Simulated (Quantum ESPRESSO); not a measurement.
# GaSb (F-43m) in Quantum ESPRESSO: a series of runs

The runs below take GaSb through single point, with PBE.

All numbers are computed with Quantum ESPRESSO 7.5; they aren't measurements. Logs are shortened: lines on timing, memory, paths and dates and some standing lists are left out, and cuts for length are marked.

**1. The undisturbed crystal**

Symmetry: F-43m, No. 216, cubic system. The conventional cell has a = 6.118 Å, b = 6.118 Å, c = 6.118 Å, α = 90.00°, β = 90.00°, γ = 90.00°. Sb (site symmetry -43m) has 4 Ga at 2.65 Å as nearest neighbours. Ga (site symmetry -43m) has 4 Sb at 2.65 Å as nearest neighbours.

**2. Single point, PBE (volume scaled by 0.88)**

scf.in

```
&CONTROL
  calculation = 'scf'
  prefix = 'pwscf'
  outdir = './tmp'
  pseudo_dir = './pseudo'
/
&SYSTEM
  ibrav = 0
  nat = 2
  ntyp = 2
  ecutwfc = 80
  nbnd = 21
  occupations = 'smearing'
  smearing = 'fd'
  degauss = 0.00367493
  force_symmorphic = .true.
/
&ELECTRONS
  conv_thr = 4d-10
  electron_maxstep = 120
  mixing_beta = 0.5
/
ATOMIC_SPECIES
Sb   121.7600 Sb.upf
Ga    69.7230 Ga.upf
CELL_PARAMETERS angstrom
   0.0000000000    2.9313906686    2.9313906686
   2.9313906686    0.0000000000    2.9313906686
   2.9313906686    2.9313906686    0.0000000000
ATOMIC_POSITIONS crystal
Sb     0.7500000000    0.7500000000    0.7500000000
Ga     0.0000000000    0.0000000000    0.0000000000
K_POINTS automatic
8 8 8 0 0 0
```

nscf.in

```
&CONTROL
  calculation = 'nscf'
  prefix = 'pwscf'
  outdir = './tmp'
  pseudo_dir = './pseudo'
/
&SYSTEM
  ibrav = 0
  nat = 2
  ntyp = 2
  ecutwfc = 80
  nbnd = 114
  occupations = 'fixed'
  force_symmorphic = .true.
/
&ELECTRONS
  conv_thr = 1d-08
  diago_full_acc = .true.
  diago_thr_init = 1d-06
/
ATOMIC_SPECIES
Sb   121.7600 Sb.upf
Ga    69.7230 Ga.upf
CELL_PARAMETERS angstrom
   0.0000000000    2.9313906686    2.9313906686
   2.9313906686    0.0000000000    2.9313906686
   2.9313906686    2.9313906686    0.0000000000
ATOMIC_POSITIONS crystal
Sb     0.7500000000    0.7500000000    0.7500000000
Ga     0.0000000000    0.0000000000    0.0000000000
K_POINTS automatic
4 4 4 0 0 0
```

Potentials or basis: PseudoDojo 0.4.1 SR PBE standard.

On the command line:

```sh
$ OMP_NUM_THREADS=1 pw.x -in scf.in > scf.out
$ OMP_NUM_THREADS=1 pw.x -in nscf.in > nscf.out
```

scf.out:

```text
This program is part of the open-source Quantum ESPRESSO suite
     for quantum simulation of materials; please cite
[... 9 lines left out ...]
     --------------------
     sticks:   dense  smooth     PW     G-vecs:    dense   smooth      PW
     Sum        1357    1357    385                32743    32743    5065

     Using Slab Decomposition

     bravais-lattice index     =            0
     lattice parameter (alat)  =       7.8341  a.u.
     unit-cell volume          =     339.9756 (a.u.)^3
     number of atoms/cell      =            2
     number of atomic types    =            2
     number of electrons       =        28.00
     number of Kohn-Sham states=           21
     kinetic-energy cutoff     =      80.0000  Ry
     charge density cutoff     =     320.0000  Ry
     scf convergence threshold =      4.0E-10
     mixing beta               =       0.5000
     number of iterations used =            8  plain     mixing
     Exchange-correlation= PBE
                           (   1   4   3   4   0   0   0)

     celldm(1)=   7.834072  celldm(2)=   0.000000  celldm(3)=   0.000000
     celldm(4)=   0.000000  celldm(5)=   0.000000  celldm(6)=   0.000000

     crystal axes: (cart. coord. in units of alat)
               a(1) = (   0.000000   0.707107   0.707107 )
               a(2) = (   0.707107   0.000000   0.707107 )
               a(3) = (   0.707107   0.707107   0.000000 )

     reciprocal axes: (cart. coord. in units 2 pi/alat)
               b(1) = ( -0.707107  0.707107  0.707107 )
               b(2) = (  0.707107 -0.707107  0.707107 )
               b(3) = (  0.707107  0.707107 -0.707107 )

     PseudoPot. # 1 for Sb read from file:
     Sb.upf
     Pseudo is Norm-conserving + core correction, Zval = 15.0
     Generated using ONCVPSP code by D. R. Hamann
     Using radial grid of 1434 points,  6 beta functions with:
                l(1) =   0
                l(2) =   0
                l(3) =   1
                l(4) =   1
                l(5) =   2
                l(6) =   2

     PseudoPot. # 2 for Ga read from file:
     Ga.upf
     Pseudo is Norm-conserving + core correction, Zval = 13.0
     Generated using ONCVPSP code by D. R. Hamann
     Using radial grid of 1902 points,  6 beta functions with:
                l(1) =   0
                l(2) =   0
                l(3) =   1
                l(4) =   1
                l(5) =   2
                l(6) =   2

     atomic species   valence    mass     pseudopotential
     Sb               15.00   121.76000     Sb( 1.00)
     Ga               13.00    69.72300     Ga( 1.00)

     24 Sym. Ops. (no inversion) found

   Cartesian axes

     site n.     atom                  positions (alat units)
         1        Sb     tau(   1) = (   1.0606602   1.0606602   1.0606602  )
         2        Ga     tau(   2) = (   0.0000000   0.0000000   0.0000000  )

     number of k points=    29  Fermi-Dirac smearing, width (Ry)=  0.0037
                       cart. coord. in units 2pi/alat
        k(    1) = (   0.0000000   0.0000000   0.0000000), wk =   0.0039062
        k(    2) = (   0.0883883   0.0883883  -0.0883883), wk =   0.0312500
        k(    3) = (   0.1767767   0.1767767  -0.1767767), wk =   0.0312500
        k(    4) = (   0.2651650   0.2651650  -0.2651650), wk =   0.0312500
        k(    5) = (  -0.3535534  -0.3535534   0.3535534), wk =   0.0156250
        k(    6) = (   0.1767767   0.0000000   0.0000000), wk =   0.0234375
[... 21 lines left out ...]
        k(   28) = (  -0.7071068   0.1767767  -0.0000000), wk =   0.0468750
        k(   29) = (  -0.7071068   0.3535534   0.0000000), wk =   0.0234375

     Dense  grid:    32743 G-vectors     FFT dimensions: (  45,  45,  45)

     Initial potential from superposition of free atoms

     starting charge      27.9968, renormalised to      28.0000
     Starting wfcs are   18 randomized atomic wfcs +    3 random wfcs

     Self-consistent Calculation

     iteration #  1     ecut=    80.00 Ry     beta= 0.50
     Davidson diagonalization with overlap
     ethr =  1.00E-02,  avg # of iterations =  5.4

     Threshold (ethr) on eigenvalues was too large:
     Diagonalizing with lowered threshold

     Davidson diagonalization with overlap
     ethr =  1.11E-04,  avg # of iterations =  3.9

     total energy              =    -334.85578423 Ry
     estimated scf accuracy    <       0.03197324 Ry

     iteration #  2     ecut=    80.00 Ry     beta= 0.50
     Davidson diagonalization with overlap
     ethr =  1.14E-04,  avg # of iterations =  1.0

     total energy              =    -334.85650884 Ry
     estimated scf accuracy    <       0.00558941 Ry

     iteration #  3     ecut=    80.00 Ry     beta= 0.50
     Davidson diagonalization with overlap
     ethr =  2.00E-05,  avg # of iterations =  2.3

     total energy              =    -334.85685911 Ry
     estimated scf accuracy    <       0.00019349 Ry

     iteration #  4     ecut=    80.00 Ry     beta= 0.50
     Davidson diagonalization with overlap
     c_bands:  1 eigenvalues not converged
     c_bands:  1 eigenvalues not converged
     c_bands:  2 eigenvalues not converged
     c_bands:  1 eigenvalues not converged
     ethr =  6.91E-07,  avg # of iterations =  8.9

     total energy              =    -334.85689295 Ry
     estimated scf accuracy    <       0.00002206 Ry

     iteration #  5     ecut=    80.00 Ry     beta= 0.50
     Davidson diagonalization with overlap
     ethr =  7.88E-08,  avg # of iterations =  2.6

     total energy              =    -334.85689557 Ry
     estimated scf accuracy    <       0.00000071 Ry

     iteration #  6     ecut=    80.00 Ry     beta= 0.50
     Davidson diagonalization with overlap
     ethr =  2.55E-09,  avg # of iterations =  2.4

     total energy              =    -334.85689586 Ry
     estimated scf accuracy    <       0.00000006 Ry

     iteration #  7     ecut=    80.00 Ry     beta= 0.50
     Davidson diagonalization with overlap
     ethr =  2.26E-10,  avg # of iterations =  3.6

     total energy              =    -334.85689588 Ry
     estimated scf accuracy    <          5.9E-09 Ry

     iteration #  8     ecut=    80.00 Ry     beta= 0.50
     Davidson diagonalization with overlap
     ethr =  2.09E-11,  avg # of iterations =  2.1

     total energy              =    -334.85689588 Ry
     estimated scf accuracy    <          5.0E-10 Ry

     iteration #  9     ecut=    80.00 Ry     beta= 0.50
     Davidson diagonalization with overlap
     ethr =  1.78E-12,  avg # of iterations =  2.0

     End of self-consistent calculation

          k = 0.0000 0.0000 0.0000 (  4111 PWs)   bands (ev):

   -18.9002 -18.9002 -18.9002 -18.8694 -18.8694  -5.1327  -5.1327  -5.1327
    -5.0593  -5.0593  -2.2490  10.1948  10.1948  10.1948  11.1930  12.9425
    12.9425  12.9425  16.1620  19.2364  19.2366

          k = 0.0884 0.0884-0.0884 (  4095 PWs)   bands (ev):

   -18.9001 -18.8995 -18.8995 -18.8692 -18.8692  -5.1401  -5.1297  -5.1297
    -5.0598  -5.0598  -2.0622   8.2270   9.8804   9.8804  11.7329  13.3569
    13.3569  13.9363  17.0852  18.2070  18.2070

          k = 0.1768 0.1768-0.1768 (  4107 PWs)   bands (ev):

   -18.8997 -18.8978 -18.8978 -18.8687 -18.8687  -5.1574  -5.1230  -5.1230
    -5.0605  -5.0605  -1.5258   5.9018   9.3473   9.3473  11.3398  13.9212
    13.9212  16.0135  17.4948  17.9880  17.9880

          k = 0.2652 0.2652-0.2652 (  4122 PWs)   bands (ev):

   -18.8994 -18.8963 -18.8963 -18.8680 -18.8680  -5.1738  -5.1172  -5.1172
    -5.0602  -5.0602  -0.7600   4.0054   8.9601   8.9601  11.0086  13.9980
    13.9980  16.8021  18.4463  19.1459  19.1459

          k =-0.3536-0.3536 0.3536 (  4092 PWs)   bands (ev):

   -18.8993 -18.8957 -18.8957 -18.8677 -18.8677  -5.1804  -5.1152  -5.1152
    -5.0598  -5.0598  -0.2752   3.1369   8.8239   8.8239  10.8937  13.9413
    13.9413  16.6050  20.3790  20.7022  20.7022

          k = 0.1768 0.0000 0.0000 (  4100 PWs)   bands (ev):

   -18.9010 -18.8987 -18.8987 -18.8698 -18.8685  -5.1456  -5.1268  -5.1268
    -5.0616  -5.0588  -1.9995   8.3027   9.3543   9.3543  12.1019  13.0763
    14.0891  14.0891  17.0469  17.3901  19.4602

          k = 0.2652 0.0884-0.0884 (  4102 PWs)   bands (ev):

   -18.9011 -18.8972 -18.8970 -18.8699 -18.8677  -5.1596  -5.1212  -5.1199
    -5.0639  -5.0587  -1.5766   6.4955   8.7894   8.7969  12.1902  13.2241
    14.8752  15.0186  17.2876  18.5904  19.1284

          k = 0.3536 0.1768-0.1768 (  4122 PWs)   bands (ev):

   -18.9003 -18.8961 -18.8954 -18.8694 -18.8671  -5.1744  -5.1160  -5.1137
    -5.0644  -5.0588  -0.8672   4.5686   8.1485   8.4791  12.0755  13.6294
    14.9655  15.6325  18.3695  19.3445  19.9243

          k =-0.2652-0.4419 0.4419 (  4109 PWs)   bands (ev):

   -18.8992 -18.8958 -18.8948 -18.8685 -18.8672  -5.1828  -5.1131  -5.1114
    -5.0626  -5.0595  -0.1938   3.3067   7.6941   8.4745  11.9133  13.7330
    14.6498  17.0819  18.5160  20.5957  20.7340

          k =-0.1768-0.3536 0.3536 (  4119 PWs)   bands (ev):

   -18.8989 -18.8960 -18.8954 -18.8680 -18.8678  -5.1803  -5.1135  -5.1131
    -5.0613  -5.0608  -0.3726   3.6099   7.5379   8.7761  11.9574  13.9333
    14.3667  17.3247  18.6208  18.7088  20.4833

          k =-0.0884-0.2652 0.2652 (  4101 PWs)   bands (ev):

   -18.8995 -18.8969 -18.8965 -18.8690 -18.8679  -5.1679  -5.1195  -5.1165
    -5.0624  -5.0601  -1.1295   5.1754   7.7503   9.3064  12.1868  14.0280
    14.1994  15.8610  17.3236  18.5118  20.2305

          k = 0.0000-0.1768 0.1768 (  4081 PWs)   bands (ev):

   -18.9001 -18.8987 -18.8979 -18.8694 -18.8684  -5.1516  -5.1264  -5.1230
    -5.0615  -5.0596  -1.7574   7.0260   8.5165   9.8405  12.2999  13.4463
    13.6467  15.1044  17.2442  18.1409  18.3401

          k = 0.3536 0.0000 0.0000 (  4088 PWs)   bands (ev):

   -18.9029 -18.8951 -18.8951 -18.8709 -18.8665  -5.1727  -5.1124  -5.1124
    -5.0690  -5.0577  -1.2728   6.0589   8.1969   8.1969  11.3130  13.0879
    16.1290  16.1290  17.2846  19.8158  20.1343

          k = 0.4419 0.0884-0.0884 (  4103 PWs)   bands (ev):

   -18.9030 -18.8937 -18.8934 -18.8710 -18.8657  -5.1848  -5.1067  -5.1054
    -5.0716  -5.0575  -0.6587   4.7403   7.4125   7.8427  11.5604  12.9790
    16.0180  16.6789  19.5382  20.5968  20.7815

          k =-0.1768-0.5303 0.5303 (  4111 PWs)   bands (ev):

   -18.9014 -18.8938 -18.8927 -18.8702 -18.8659  -5.1908  -5.1060  -5.1026
    -5.0696  -5.0586   0.0636   3.5338   6.5674   7.8267  11.7286  14.4407
    15.6521  16.3556  19.9205  20.9321  21.2863

          k =-0.0884-0.4419 0.4419 (  4110 PWs)   bands (ev):

   -18.8991 -18.8952 -18.8933 -18.8690 -18.8670  -5.1889  -5.1077  -5.1050
    -5.0654  -5.0613   0.1936   3.3602   6.1370   8.1503  11.9666  15.2562
    15.8187  16.9177  17.7923  18.7081  21.0709

          k = 0.0000-0.3536 0.3536 (  4121 PWs)   bands (ev):

   -18.8984 -18.8963 -18.8951 -18.8683 -18.8680  -5.1802  -5.1118  -5.1110
    -5.0630  -5.0620  -0.4595   4.2975   6.4068   8.7305  12.3743  15.0028
    15.2283  15.6020  17.3980  19.3566  21.4873

          k = 0.5303-0.0000 0.0000 (  4100 PWs)   bands (ev):

   -18.9048 -18.8915 -18.8915 -18.8720 -18.8645  -5.1961  -5.0975  -5.0975
    -5.0779  -5.0565  -0.1583   3.9926   7.4165   7.4165  10.8920  11.8499
    18.3010  18.3010  19.5584  21.2672  21.5130

          k =-0.0884-0.6187 0.6187 (  4117 PWs)   bands (ev):

   -18.9043 -18.8911 -18.8907 -18.8719 -18.8644  -5.2007  -5.0965  -5.0943
    -5.0773  -5.0570   0.4707   3.1584   6.6756   7.3267  11.1992  12.2114
    18.1455  18.4757  20.6821  21.4257  21.5068

          k = 0.0000-0.5303 0.5303 (  4103 PWs)   bands (ev):

   -18.9018 -18.8927 -18.8915 -18.8707 -18.8654  -5.1971  -5.1016  -5.0971
    -5.0718  -5.0593   0.6652   2.9947   5.9023   7.5929  11.4694  14.2516
    17.4463  17.5253  18.3239  19.4346  21.5119

          k =-0.7071 0.0000 0.0000 (  4088 PWs)   bands (ev):

   -18.9056 -18.8900 -18.8900 -18.8725 -18.8637  -5.2051  -5.0911  -5.0911
    -5.0818  -5.0560   0.7415   2.7656   7.1462   7.1462  10.9365  11.1889
    19.8202  19.8202  21.4425  21.5032  22.1286

          k = 0.3536 0.1768 0.0000 (  4091 PWs)   bands (ev):

   -18.9012 -18.8957 -18.8953 -18.8701 -18.8669  -5.1731  -5.1150  -5.1126
    -5.0665  -5.0586  -1.0580   5.3856   7.4108   8.6397  12.5527  13.4075
    14.6673  15.8287  18.0033  19.7593  20.1616

          k =-0.2652-0.4419 0.6187 (  4106 PWs)   bands (ev):

   -18.8999 -18.8957 -18.8936 -18.8695 -18.8667  -5.1839  -5.1104  -5.1076
    -5.0663  -5.0596  -0.3197   4.0028   6.7565   8.1493  12.8155  13.7008
    14.9898  16.3568  19.1288  19.4908  20.9187

          k =-0.1768-0.3536 0.5303 (  4102 PWs)   bands (ev):

   -18.8988 -18.8963 -18.8930 -18.8690 -18.8669  -5.1881  -5.1092  -5.1056
    -5.0649  -5.0608   0.1466   3.2641   6.5961   7.9261  12.8051  13.5589
    15.9741  17.0911  17.6987  20.2106  21.0692

          k =-0.1768-0.5303 0.7071 (  4119 PWs)   bands (ev):

   -18.9027 -18.8933 -18.8916 -18.8711 -18.8653  -5.1932  -5.1022  -5.1002
    -5.0730  -5.0579  -0.0117   3.8165   6.7455   7.3480  12.1358  12.8105
    15.8066  18.1960  20.0733  20.4487  21.5098

          k =-0.0884-0.4419 0.6187 (  4117 PWs)   bands (ev):

   -18.9007 -18.8947 -18.8909 -18.8704 -18.8657  -5.1952  -5.1032  -5.0987
    -5.0699  -5.0602   0.5518   3.1425   6.1070   7.1596  12.5579  14.4001
    15.2908  17.2476  18.9472  21.4155  21.5105

          k = 0.0000-0.3536 0.5303 (  4100 PWs)   bands (ev):

   -18.8988 -18.8965 -18.8917 -18.8696 -18.8665  -5.1914  -5.1062  -5.1016
    -5.0669  -5.0616   0.3415   3.3839   5.9577   7.5232  12.9538  14.7578
    15.0781  16.9478  18.3113  19.4812  21.5120

          k =-0.7071 0.1768-0.0000 (  4122 PWs)   bands (ev):

   -18.9034 -18.8922 -18.8900 -18.8716 -18.8646  -5.2010  -5.0966  -5.0952
    -5.0753  -5.0581   0.7766   2.8515   6.6313   6.7618  12.1118  12.2865
    17.7250  17.7977  21.0294  21.2813  21.5088

          k =-0.7071 0.3536 0.0000 (  4128 PWs)   bands (ev):

   -18.8991 -18.8965 -18.8900 -18.8703 -18.8658  -5.1964  -5.1025  -5.0975
    -5.0686  -5.0619   0.8129   2.9482   6.2151   6.4530  14.3513  14.5681
    14.9401  14.9509  21.0698  21.2735  21.5065

     the Fermi energy is    10.5092 ev

!    total energy              =    -334.85689588 Ry
     estimated scf accuracy    <          2.6E-11 Ry
     smearing contrib. (-TS)   =      -0.00000132 Ry
     internal energy E=F+TS    =    -334.85689456 Ry

     The total energy is F=E-TS. E is the sum of the following terms:
     one-electron contribution =    -152.27869025 Ry
     hartree contribution      =      96.19414339 Ry
     xc contribution           =     -87.49326841 Ry
     ewald contribution        =    -191.27907930 Ry

     convergence has been achieved in   9 iterations

=------------------------------------------------------------------------------=
   JOB DONE.
=------------------------------------------------------------------------------=
```

Run time: 35 s. Hardware: 1 thread of Intel Xeon 6975P-C (Granite Rapids), shared host; peak memory 0.1 GiB.

What came out:

| Quantity | Value |
| --- | --- |
| Band gap on the k mesh, mean-field level | 0.70 eV, indirect (least direct gap 1.00 eV) |

Caveat: the k mesh is coarse (spacing up to 0.46 Å⁻¹), so the values aren't converged; spin-orbit coupling is left out, which moves the levels of the heavy elements. A k mesh can miss the band edges.

**3. Single point, PBE (volume scaled by 0.92)**

scf.in, as its differences from that of step 2:

```diff
@@ -26,5 +26,5 @@
 CELL_PARAMETERS angstrom
-   0.0000000000    2.9313906686    2.9313906686
-   2.9313906686    0.0000000000    2.9313906686
-   2.9313906686    2.9313906686    0.0000000000
+   0.0000000000    2.9751492194    2.9751492194
+   2.9751492194    0.0000000000    2.9751492194
+   2.9751492194    2.9751492194    0.0000000000
 ATOMIC_POSITIONS crystal
```

nscf.in, as its differences from that of step 2:

```diff
@@ -24,5 +24,5 @@
 CELL_PARAMETERS angstrom
-   0.0000000000    2.9313906686    2.9313906686
-   2.9313906686    0.0000000000    2.9313906686
-   2.9313906686    2.9313906686    0.0000000000
+   0.0000000000    2.9751492194    2.9751492194
+   2.9751492194    0.0000000000    2.9751492194
+   2.9751492194    2.9751492194    0.0000000000
 ATOMIC_POSITIONS crystal
```

Potentials or basis: PseudoDojo 0.4.1 SR PBE standard.

On the command line:

```sh
$ OMP_NUM_THREADS=1 pw.x -in scf.in > scf.out
$ OMP_NUM_THREADS=1 pw.x -in nscf.in > nscf.out
```

Wall time 35 s (1 thread of Intel Xeon 6975P-C (Granite Rapids), shared host); peak memory 0.1 GiB.

It converged, with:

```
Band gap on the k mesh, mean-field level : 0.59 eV, indirect (least direct gap 0.65 eV)
```

Levels at points of the mesh, in eV from the valence-band top:
```tsv
k point	band 11	band 12	band 13	band 14	band 15	band 16	band 17	band 18
(0.00, 0.00, 0.00)	-12.09	0.00	0.00	0.00	0.65	2.77	2.77	2.77
(0.00, 0.00, -0.50)	-10.24	-6.80	-1.29	-1.29	0.59	3.76	3.76	6.46
(0.00, -0.50, -0.50)	-9.30	-7.20	-2.87	-2.87	0.81	1.09	9.31	9.31
```

Caveat: the k mesh is coarse (spacing up to 0.46 Å⁻¹), so the values aren't converged; spin-orbit coupling is left out, which moves the levels of the heavy elements.

**4. Single point, PBE (volume scaled by 0.96)**

scf.in, as its differences from that of step 3:

```diff
@@ -26,5 +26,5 @@
 CELL_PARAMETERS angstrom
-   0.0000000000    2.9751492194    2.9751492194
-   2.9751492194    0.0000000000    2.9751492194
-   2.9751492194    2.9751492194    0.0000000000
+   0.0000000000    3.0176570942    3.0176570942
+   3.0176570942    0.0000000000    3.0176570942
+   3.0176570942    3.0176570942    0.0000000000
 ATOMIC_POSITIONS crystal
```

nscf.in, as its differences from that of step 3:

```diff
@@ -24,5 +24,5 @@
 CELL_PARAMETERS angstrom
-   0.0000000000    2.9751492194    2.9751492194
-   2.9751492194    0.0000000000    2.9751492194
-   2.9751492194    2.9751492194    0.0000000000
+   0.0000000000    3.0176570942    3.0176570942
+   3.0176570942    0.0000000000    3.0176570942
+   3.0176570942    3.0176570942    0.0000000000
 ATOMIC_POSITIONS crystal
```

On the command line:

```sh
$ OMP_NUM_THREADS=1 pw.x -in scf.in > scf.out
$ OMP_NUM_THREADS=1 pw.x -in nscf.in > nscf.out
```

It took 35 s on 1 thread of Intel Xeon 6975P-C (Granite Rapids), shared host; peak memory 0.1 GiB.

Results (log left out):

| Property | Result |
| --- | --- |
| Band gap on the k mesh, mean-field level | 0.34 eV, direct |

Levels at points of the mesh, in eV from the valence-band top:
| k point | band 12 | band 13 | band 14 | band 15 | band 16 | band 17 |
| --- | --- | --- | --- | --- | --- | --- |
| (0.00, 0.00, 0.00) | 0.00 | 0.00 | 0.00 | 0.34 | 2.78 | 2.78 |
| (0.00, 0.00, -0.50) | -6.56 | -1.22 | -1.22 | 0.50 | 3.77 | 3.77 |
| (0.00, -0.50, -0.50) | -6.99 | -2.71 | -2.71 | 0.87 | 1.18 | 9.02 |

Caveat: the k mesh is coarse (spacing up to 0.45 Å⁻¹), so the values aren't converged; spin-orbit coupling is left out, which moves the levels of the heavy elements. A k mesh can miss the band edges.

**5. The runs side by side**

| cell | gap on the mesh (eV) |
| --- | --- |
| volume scaled by 0.88 | 0.70 |
| volume scaled by 0.92 | 0.59 |
| volume scaled by 0.96 | 0.34 |

Alike in all rows: task single point; level PBE; potentials or basis PseudoDojo 0.4.1 SR PBE standard; no spin polarisation; k mesh 4 × 4 × 4; cutoff (eV) 1088; smearing fixed; the mesh is coarse, so values aren't converged.

Caveats: all runs use coarse meshes; spin-orbit coupling is left out, which moves the levels of the heavy elements.

Absolute energies hang on the potentials; compare differences alone.
